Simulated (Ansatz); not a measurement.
# Nb2AlC: the cost of one run

Method: DFT r2SCAN, scalar-relativistic, plane waves, PAW, in Ansatz 0.2.0.

1 further run of the same task is left out (set aside as unsound or not needed).

## (1) Starting point

The structure is hexagonal, space group P6_3/mmc (No. 194). The conventional cell has a = 3.104 Å, b = 3.104 Å, c = 13.957 Å, α = 90.00°, β = 90.00°, γ = 120.00°. Al (site symmetry -6m2) is surrounded by 6 Nb at 2.87 Å and 6 Al at 3.10 Å. Around Nb (site symmetry 3m) lie 3 C at 2.18 Å. C (site symmetry -3m) is surrounded by 6 Nb at 2.18 Å.

Coordinates:

```
Al Nb C
1.0
     3.10357    0.00000    0.00000
    -1.55179    2.68777    0.00000
     0.00000    0.00000   13.95708
Al Nb C
2 4 2
Direct
  0.33333 0.66667 0.75000
  0.66667 0.33333 0.25000
  0.33333 0.66667 0.08942
  0.66667 0.33333 0.58942
  0.66667 0.33333 0.91058
  0.33333 0.66667 0.41058
  0.00000 0.00000 0.00000
  0.00000 0.00000 0.50000
```

It goes back to an entry of the Materials Project, which need not be the stable form.

This cell was relaxed beforehand with the same method: volume 14.55 Å³/atom, gap on the mesh none (metal).

## (2) Static run: bands, density of states and charges

input.yaml

```yaml
crystal:
  lattice:
    - [3.1035729367, 0.0, 0.0]
    - [-1.5517864683, 2.6877730057, 0.0]
    - [0.0, 0.0, 13.9570757994]
  atoms:
    - { symbol: Al, position: [0.3333333333, 0.6666666667, 0.75] }
    - { symbol: Al, position: [0.6666666667, 0.3333333333, 0.25] }
    - { symbol: Nb, position: [0.3333333333, 0.6666666667, 0.0894156741] }
    - { symbol: Nb, position: [0.6666666667, 0.3333333333, 0.5894156741] }
    - { symbol: Nb, position: [0.6666666667, 0.3333333333, 0.9105843259] }
    - { symbol: Nb, position: [0.3333333333, 0.6666666667, 0.4105843259] }
    - { symbol: C, position: [0.0, 0.0, 0.0] }
    - { symbol: C, position: [0.0, 0.0, 0.5] }
basis:
  ecutwfc: 500
kpoints:
  mp_grid: { grid: [12, 12, 4] }
  band_path:
    path:
      - [[0.0, 0.0, 0.0], [0.5, 0.0, 0.0], [0.33333333, 0.33333333, 0.0], [0.0, 0.0, 0.0], [0.0, 0.0, 0.5], [0.5, 0.0, 0.5], [0.33333333, 0.33333333, 0.5], [0.0, 0.0, 0.5]]
      - [[0.5, 0.0, 0.5], [0.5, 0.0, 0.0]]
      - [[0.33333333, 0.33333333, 0.5], [0.33333333, 0.33333333, 0.0]]
    npoints: 14
hamiltonian:
  xc: r2scan
scf:
  occupations: { method: gaussian, width: 0.1 }
  n_extra_bands: 20
output:
  forces: true
  stress: true
  eigenvalues: true
  populations: true
  dos: { projected: true, de: 0.02, nscf_kmesh: { grid: [18, 18, 6] } }
  bader: true
  write_density: true
  write_potential: true
  elf: true
  volumetric_format: npy
```

Started as:

```console
$ ansatz run input.yaml --threads 2 --pin off --max-ram 5120MiB --backend cpu --events-out ev --progress --plain --runs-dir out
```

What time and memory should one allow on 2 threads of Oxide Virtual Turin-like (Zen 5), shared host?

About 2.1 min, with a peak of 1.1 GiB.
